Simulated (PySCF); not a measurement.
# InSe2: structure of the doublet

Where does doublet InSe2 go from a end-on start, is the end point a minimum, and what are its modes, charges and moments?

Program: PySCF 2.14.0. Level of theory: PBE0, basis In def2-SVP with ECP28, Se def2-SVP, scalar-relativistic core potentials, no spin–orbit coupling, density fitting. These are calculated values, not measurements.

## 1. The starting structure

3 atoms, charge 0, spin multiplicity 2.

Bond lengths: In1–Se2 2.657 Å, Se2–Se3 2.348 Å. Angles: In1–Se2–Se3 119.9°.

```xyz
3
charge 0 multiplicity 2
In    0.0000    0.0000    0.0000
Se    0.0000    0.0000    2.6574
Se    2.0358    0.0000    3.8274
```

## 2. The SCF at the typed geometry

One driver script runs all steps and calls PySCF; scf.py shows how it sets up the SCF of each step. The optimiser is the driver's own. After this first run the driver tries any further starts and a stability analysis.

Contents of scf.py:

```python
from pyscf import gto, scf, dft
mol = gto.M(atom='''
In     0.000000     0.000000     0.000000
Se     0.000000     0.000000     2.657400
Se     2.035800     0.000000     3.827400''',
    basis={'In': 'def2-SVP', 'Se': 'def2-SVP'},
    ecp={'In': 'def2-SVP'},
    charge=0, spin=1)
mf = dft.UKS(mol, xc='PBE0')
mf.grids.atom_grid = (50, 194)
aux = {'In': 'def2-universal-JKFIT', 'Se': 'def2-universal-JKFIT'}
mf = mf.density_fit(auxbasis=aux)
mf.conv_tol = 1e-08
mf.diis_space = 10
mf.max_cycle = 60
mf.init_guess = 'minao'
mf.verbose = 4
mf.kernel()
```

Started as:

```
OMP_NUM_THREADS=2 python axn.py task.json out
```

Further steps of the session: Relaxing the doublet from the end-on start; Vibrations and properties at this point.

Q: Predict the outcome of this session. Wanted: minimum; geometry; wavenumbers; dipole moment; highest occupied, lowest empty level; polar-tensor charge of In1; zero-point energy; atomisation energy; ⟨S²⟩.

The runs gave:

```
                                          quantity                                                                   value
                                           minimum                                                            doublet, C2v
                                          geometry  In–Se 2.839 Å (×2), Se–Se 2.277 Å; In–Se–Se 66.4° (×2), Se–In–Se 47.3°
                                wavenumbers (cm⁻¹)                                            114 (b2), 165 (a1), 339 (a1)
                                     dipole moment                                                                  2.41 D
highest occupied, lowest empty level (either spin)                                                         -6.23, -3.58 eV
                        polar-tensor charge of In1                                                                 +0.61 e
                                 zero-point energy                                                              3.7 kJ/mol
                               entropy at 298.15 K                                                         330.9 J/(mol K)
         atomisation energy (no zero-point energy)                                                              608 kJ/mol
                                              ⟨S²⟩                                                                   0.756
```

The end-on start (Cs) ends in a minimum of C2v symmetry. In the infrared the band at 165 cm⁻¹ (a1) leads. The first SCF alone would have been 13 kJ/mol too high. Only this shape and spin were tried, so other structures or states may lie lower. Spin–orbit coupling, left out here, can matter for elements this heavy.
